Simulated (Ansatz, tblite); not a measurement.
# The cluster TiH2O3: isomers from a random search, part 2 of 2

Aim: relax the candidate shapes of the cluster TiH2O3 that a cheap search turned up, and see how the levels of theory order them.

Ansatz 0.2.0, Gaussian basis; relaxed with PBE0-D4/def2-SVP, singlet. Earlier steps stand in the parts before.

## 14. Candidate C, GFN1-xTB

Tight binding, by tblite at 300 K electronic temperature and without a spin-polarisation term:

```python
tblite.interface.Calculator('GFN1-xTB', numbers, positions, charge=0, uhf=0).singlepoint()
```

Energy -444.6253 eV, HOMO -12.65 eV, LUMO -10.47 eV; 0.003 s.

## 15. Candidate C, GFN2-xTB

Tight binding, by tblite at 300 K electronic temperature and without a spin-polarisation term:

```python
tblite.interface.Calculator('GFN2-xTB', numbers, positions, charge=0, uhf=0).singlepoint()
```

Energy -402.0949 eV, HOMO -11.96 eV, LUMO -9.55 eV; 0.002 s.

## 16. Candidate C, PBE0-D4/def2-TZVP

File in.yaml:

```yaml
crystal:
  periodic: [false, false, false]
  atoms:
    - {symbol: Ti, position_ang: [-0.375719, -0.206528, 0.318743]}
    - {symbol: O, position_ang: [0.056084, -0.162921, -1.419899]}
    - {symbol: O, position_ang: [0.910521, 1.040261, 0.367017]}
    - {symbol: O, position_ang: [1.180800, 0.673944, -1.018381]}
    - {symbol: H, position_ang: [-1.940362, 0.297213, 0.727536]}
    - {symbol: H, position_ang: [0.168666, -1.641969, 1.024985]}
basis:
  gaussian: {orbitals: def2-TZVP, initial_orbitals: start.molden}
hamiltonian: {xc: pbe0, dispersion: d4}
scf: {omitted_lower_state_checks: [starts]}
output: {orbitals: {seedname: orbitals}}
```

Command:

```
ansatz run in.yaml --threads 4 --pin off --events-out ev --progress --plain --max-ram 3916MiB
```

Output:

```text
Functional definition: PBE0
  name "PBE0"
  cite "Adamo & Barone, J. Chem. Phys. 110, 6158 (1999) doi:10.1063/1.478522"
  cite "Perdew, Burke & Ernzerhof, Phys. Rev. Lett. 77, 3865 (1996) doi:10.1103/PhysRevLett.77.3865"
  parent pbe
  parameter a = 0.25
  parameter kappa = 0.804
  parameter beta = 0.06672455060314922
  exchange = (1 - a)*pbe_x(kappa = kappa, mu = beta*pi^2/3) + a*exact_x
  correlation = pbe_c(beta = beta)
these checks for a lower state are left out or cut short: starts
1007 factors; their error is unknown
mean field evaluation 1: about -29270.9030 eV, gradient 1.7e2 eV
mean field evaluation 2: about -29274.5825 eV, gradient 4.1e0 eV
mean field evaluation 4: about -29274.7606 eV, gradient 3.3e-1 eV
mean field evaluation 8: about -29274.7607 eV, gradient 1.4e-5 eV
mean field -29274.76067745 eV, -1075.8276117509 hartree, gradient 1.4e-5 eV, S^2 0.000000; 0 other end points of the search recorded, 0 dependent functions left out
reference -29274.76070866 eV, -1075.8276128979 hartree; 24, 24 occupied and 126, 126 virtual orbitals, 1007 factors
Total energy: -29274.85586695 eV, -1075.8311099005 hartree
Checks for a lower state left out: starts
```

Wall time 1.4 s (4 threads of Arm Neoverse V2, shared host).

HOMO -8.21 eV, LUMO -3.39 eV.

## 17. Candidate C, PBE-D4/def2-TZVP

Edit in.yaml of step 16 so:

```diff
@@ -11,4 +11,4 @@
   gaussian: {orbitals: def2-TZVP, initial_orbitals: start.molden}
-hamiltonian: {xc: pbe0, dispersion: d4}
+hamiltonian: {xc: pbe, dispersion: d4}
 scf: {omitted_lower_state_checks: [starts]}
-output: {orbitals: {seedname: orbitals}}
+output: {forces: true, orbitals: {seedname: orbitals}}
```

The command is unchanged.

Output (excerpt; [...] marks lines left out):

```text
Functional definition: PBE
  name "PBE"
  cite "Perdew, Burke & Ernzerhof, Phys. Rev. Lett. 77, 3865 (1996) doi:10.1103/PhysRevLett.77.3865"
  parent pbe
[...]
954 factors; their error is unknown
[...]
mean field -29275.46269474 eV, -1075.8534104104 hartree, gradient 1.4e-5 eV, S^2 0.000000; 0 other end points of the search recorded, 0 dependent functions left out
[...]
reference -29275.46274124 eV, -1075.8534121192 hartree; 24, 24 occupied and 126, 126 virtual orbitals, 954 factors
Total energy: -29275.57710826 eV, -1075.8576150296 hartree
Atom 0 at    -0.375719    -0.206528     0.318743 Å, force    -0.441367    -0.297790     0.411227 eV/Å
Atom 1 at     0.056084    -0.162921    -1.419899 Å, force    -0.608506    -0.542552    -1.099492 eV/Å
Atom 2 at     0.910521     1.040261     0.367017 Å, force     0.389777     0.863379     0.988164 eV/Å
Atom 3 at     1.180800     0.673944    -1.018381 Å, force     0.781807     0.144375    -0.470943 eV/Å
Atom 4 at    -1.940362     0.297213     0.727536 Å, force    -0.287325     0.115928     0.059463 eV/Å
Atom 5 at     0.168666    -1.641969     1.024985 Å, force     0.165613    -0.283340     0.111581 eV/Å
Dipole moment:    -0.154614    -0.057438     0.112647 e Å
Checks for a lower state left out: starts
```

Wall time 1.3 s (4 threads of Arm Neoverse V2, shared host).

Report: HOMO -6.55 eV, LUMO -4.66 eV.

## 18. Candidate C, r2SCAN-D4/def2-TZVP

Edit in.yaml of step 17 so:

```diff
@@ -11,4 +11,4 @@
   gaussian: {orbitals: def2-TZVP, initial_orbitals: start.molden}
-hamiltonian: {xc: pbe, dispersion: d4}
+hamiltonian: {xc: r2scan, dispersion: d4}
 scf: {omitted_lower_state_checks: [starts]}
-output: {forces: true, orbitals: {seedname: orbitals}}
+output: {orbitals: {seedname: orbitals}}
```

Launched as before.

Output:

```text
Functional definition: r2SCAN
  name "r2SCAN"
  cite "Furness, Kaplan, Ning, Perdew & Sun, J. Phys. Chem. Lett. 11, 8208 (2020) doi:10.1021/acs.jpclett.0c02405"
  cite "Furness, Kaplan, Ning, Perdew & Sun, J. Phys. Chem. Lett. 11, 9248 (2020) doi:10.1021/acs.jpclett.0c03077"
  parent r2scan
  parameter k0 = 0.174
  parameter k1 = 0.065
  parameter a1 = 4.9479
  exchange = r2scan_x(k0 = k0, k1 = k1, a1 = a1)
  correlation = r2scan_c
these checks for a lower state are left out or cut short: starts
954 factors; their error is unknown
mean field evaluation 1: about -29283.5274 eV, gradient 6.6e0 eV
mean field evaluation 2: about -29283.6116 eV, gradient 1.5e-1 eV
mean field evaluation 4: about -29283.5976 eV, gradient 2.4e-4 eV
mean field -29283.59759013 eV, -1076.1523623020 hartree, gradient 8.1e-6 eV, S^2 0.000000; 0 other end points of the search recorded, 0 dependent functions left out
reference -29283.59760248 eV, -1076.1523627557 hartree; 24, 24 occupied and 126, 126 virtual orbitals, 954 factors
Total energy: -29283.62377369 eV, -1076.1533245299 hartree
Checks for a lower state left out: starts
```

Run time: 2.1 s. Hardware: 4 threads of Arm Neoverse V2, shared host.

From the report: HOMO -6.88 eV, LUMO -4.49 eV.

## 19. Candidate C, LDA/def2-TZVP

Edit in.yaml of step 18 so:

```diff
@@ -11,3 +11,3 @@
   gaussian: {orbitals: def2-TZVP, initial_orbitals: start.molden}
-hamiltonian: {xc: r2scan, dispersion: d4}
+hamiltonian: {xc: lda}
 scf: {omitted_lower_state_checks: [starts]}
```

The command is unchanged.

Output:

```text
Functional definition: SPW92
  name "SPW92"
  cite "Dirac, Proc. Camb. Phil. Soc. 26, 376 (1930) doi:10.1017/S0305004100016108"
  cite "Slater, Phys. Rev. 81, 385 (1951) doi:10.1103/PhysRev.81.385"
  cite "Perdew & Wang, Phys. Rev. B 45, 13244 (1992) doi:10.1103/PhysRevB.45.13244"
  exchange = slater_x
  correlation = pw_c
these checks for a lower state are left out or cut short: starts
954 factors; their error is unknown
mean field evaluation 1: about -29188.1106 eV, gradient 4.3e1 eV
mean field evaluation 2: about -29188.6172 eV, gradient 8.7e-1 eV
mean field evaluation 4: about -29188.6111 eV, gradient 2.9e-1 eV
mean field evaluation 8: about -29188.6112 eV, gradient 1.7e-5 eV
mean field -29188.61120910 eV, -1072.6616771831 hartree, gradient 1.7e-5 eV, S^2 0.000000; 0 other end points of the search recorded, 0 dependent functions left out
reference -29188.61125073 eV, -1072.6616787130 hartree; 24, 24 occupied and 126, 126 virtual orbitals, 954 factors
Total energy: -29188.61125073 eV, -1072.6616787130 hartree
Checks for a lower state left out: starts
```

It took 0.6 s on 4 threads of Arm Neoverse V2, shared host.

Report: HOMO -6.75 eV, LUMO -5.00 eV.

## 20. Candidate C, ωB97M-V/def2-TZVP

Edit in.yaml of step 19 so:

```diff
@@ -11,3 +11,3 @@
   gaussian: {orbitals: def2-TZVP, initial_orbitals: start.molden}
-hamiltonian: {xc: lda}
+hamiltonian: {xc: {name: wB97M-V}}
 scf: {omitted_lower_state_checks: [starts]}
```

The command is unchanged.

Output (excerpt; [...] marks lines left out):

```text
Functional definition: wB97M-V
  name "wB97M-V"
  cite "Mardirossian & Head-Gordon, J. Chem. Phys. 144, 214110 (2016) doi:10.1063/1.4952647"
  cite "Becke, J. Chem. Phys. 107, 8554 (1997) doi:10.1063/1.475007"
  cite "Vydrov & Van Voorhis, J. Chem. Phys. 133, 244103 (2010) doi:10.1063/1.3521275"
  # Of w^i u^j: cxij and so on, Table III.
[...]
  gx(w, u) = 1 - cx + cx01*u + cx10*w
  gss(w, u) = css00 + css04*u^4 + css10*w + css20*w^2 + css43*w^4*u^3
  gos(w, u) = cos00 + cos10*w + (cos20 + cos21*u)*w^2 + (cos60 + cos61*u)*w^6
[...]
      + integral(e_c_pw_mod_opposite_spin*gos(b97_w_opposite, b97_u_opposite)) + vv10(b, c)
[...]
992 factors; their error is unknown
214 factors; integrals over basis functions are off by at most 9.5e-6 eV
[...]
mean field -29283.38293733 eV, -1076.1444739571 hartree, gradient 1.0e-5 eV, S^2 0.000000; 0 other end points of the search recorded, 0 dependent functions left out
reference -29283.38298894 eV, -1076.1444758537 hartree; 24, 24 occupied and 126, 126 virtual orbitals, 992 factors
Total energy: -29283.38298894 eV, -1076.1444758537 hartree
Checks for a lower state left out: starts
```

Run time: 4.4 s. Hardware: 4 threads of Arm Neoverse V2, shared host.

Report: HOMO -10.67 eV, LUMO -1.06 eV.

## 21. Candidate C, CCSD(T)/def2-TZVPP

Edit in.yaml of step 20 so:

```diff
@@ -10,4 +10,4 @@
 basis:
-  gaussian: {orbitals: def2-TZVP, initial_orbitals: start.molden}
-hamiltonian: {xc: {name: wB97M-V}}
+  gaussian: {orbitals: def2-TZVPP, initial_orbitals: start.molden}
+correlation: {method: ccsd_t}
 scf: {omitted_lower_state_checks: [starts]}
```

Launched as before.

Output (excerpt; [...] marks lines left out):

```text
Functional definition: HF
  name "HF"
  cite "Fock, Z. Phys. 61, 126 (1930) doi:10.1007/BF01340294"
  parent pbe
[...]
1216 factors; integrals over basis functions are off by at most 7.2e-4 eV
[...]
mean field -29226.27944374 eV, -1074.0459592736 hartree, gradient 2.3e-6 eV, S^2 0.000000; 0 other end points of the search recorded, 0 dependent functions left out
8 core orbitals not correlated: weight in the atoms' cores, before any rotation towards them, 1.000 or more for the frozen orbitals, at most 0.000 for the correlated occupied ones
reference -29226.27944374 eV, -1074.0459592736 hartree; 16, 16 occupied and 161, 161 virtual orbitals, 1216 factors
second order -31.39458148 eV of doubles, -0.00000000 eV of singles
cycle   1  -29.74494219 eV  change     1.6e0 eV  update   2.6e-1
[...]
cycle  17  -31.46898511 eV  change    2.3e-5 eV  update   1.0e-5
perturbative correction -1.79512476 eV, -0.0659696181 hartree
Total energy: -29259.54355361 eV, -1075.2683927642 hartree
Checks for a lower state left out: starts
```

It took 51 s on 4 threads of Arm Neoverse V2, shared host; peak memory 2.1 GiB.

Hartree-Fock HOMO -12.46 eV, LUMO 0.85 eV; T1 0.031.

## 22. B against A

The energies of A at these levels come from its own runs, whose logs aren't repeated here.

Differences are taken before rounding.

```tsv
method	B above A (kcal/mol)	from CCSD(T)/def2-TZVPP (kcal/mol)	time
GFN1-xTB	23.8	+8.3	0.006 s
GFN2-xTB	33.2	+17.7	0.004 s
HF/def2-TZVPP	18.6	+3.1	
LDA/def2-TZVP	20.8	+5.3	1.2 s
PBE-D4/def2-TZVP	19.5	+3.9	2.2 s
r2SCAN-D4/def2-TZVP	19.8	+4.3	3.9 s
PBE0-D4/def2-TZVP	18.6	+3.0	3 s
ωB97M-V/def2-TZVP	17.2	+1.7	8.8 s
MP2/def2-TZVPP	8.5	-7.0	
CCSD/def2-TZVPP	15.9	+0.4	
CCSD(T)/def2-TZVPP	15.5	0	100 s
```

Among the levels timed on like hardware and quicker than the yardstick, those that no quicker one beats, quickest first: GFN2-xTB (0.004 s, +17.7 kcal/mol); GFN1-xTB (0.006 s, +8.3 kcal/mol); LDA/def2-TZVP (1.2 s, +5.3 kcal/mol); PBE-D4/def2-TZVP (2.2 s, +3.9 kcal/mol); PBE0-D4/def2-TZVP (3 s, +3.0 kcal/mol); ωB97M-V/def2-TZVP (8.8 s, +1.7 kcal/mol).

Times add the two runs; a level without a time comes out of a correlated run.

## 23. C against A

The energies of A at these levels come from its own runs, whose logs aren't repeated here.

Differences are taken before rounding.

```tsv
method	C above A (kcal/mol)	from CCSD(T)/def2-TZVPP (kcal/mol)	time
GFN1-xTB	64.5	-45.5	0.006 s
GFN2-xTB	40.1	-69.9	0.004 s
HF/def2-TZVPP	113.8	+3.7	
LDA/def2-TZVP	108.2	-1.8	1.1 s
PBE-D4/def2-TZVP	105.1	-5.0	2.3 s
r2SCAN-D4/def2-TZVP	107.9	-2.2	4.1 s
PBE0-D4/def2-TZVP	108.9	-1.1	2.9 s
ωB97M-V/def2-TZVP	108.2	-1.8	8.8 s
MP2/def2-TZVPP	118.9	+8.9	
CCSD/def2-TZVPP	110.5	+0.4	
CCSD(T)/def2-TZVPP	110.0	0	1.7 min
```

Among the levels timed on like hardware and quicker than the yardstick, those that no quicker one beats, quickest first: GFN2-xTB (0.004 s, -69.9 kcal/mol); GFN1-xTB (0.006 s, -45.5 kcal/mol); LDA/def2-TZVP (1.1 s, -1.8 kcal/mol); PBE0-D4/def2-TZVP (2.9 s, -1.1 kcal/mol).

Times add the two runs; a level without a time comes out of a correlated run.

## 24. Summary of results

The summary covers parts 1 to 2.

| quantity | value |
| --- | --- |
| B above A, CCSD(T)/def2-TZVPP | +15.5 kcal/mol |
| levels that put B lower | none |
| C above A, CCSD(T)/def2-TZVPP | +110.0 kcal/mol |
| levels that put C lower | none |

What this shows: All levels free of doubt put A (Cs) below B (C1), by 8.5 to 33.2 kcal/mol. CCSD(T)/def2-TZVPP isn't at the basis-set limit; small misses against it rank nothing. All levels free of doubt put A (Cs) below C (Cs), by 40.1 to 118.9 kcal/mol. The reference is CCSD(T) in one finite basis, so it carries an error of its own, often a tenth of an eV or more, and near misses can't be ranked. The lowest candidate holds a metal–hydrogen bond beside an O–O bond; a plain hydroxide of the same formula probably lies well lower and was missed. The search was small, so a lower isomer may exist. Only singlets are compared; another spin may lie lower and prefer another shape.
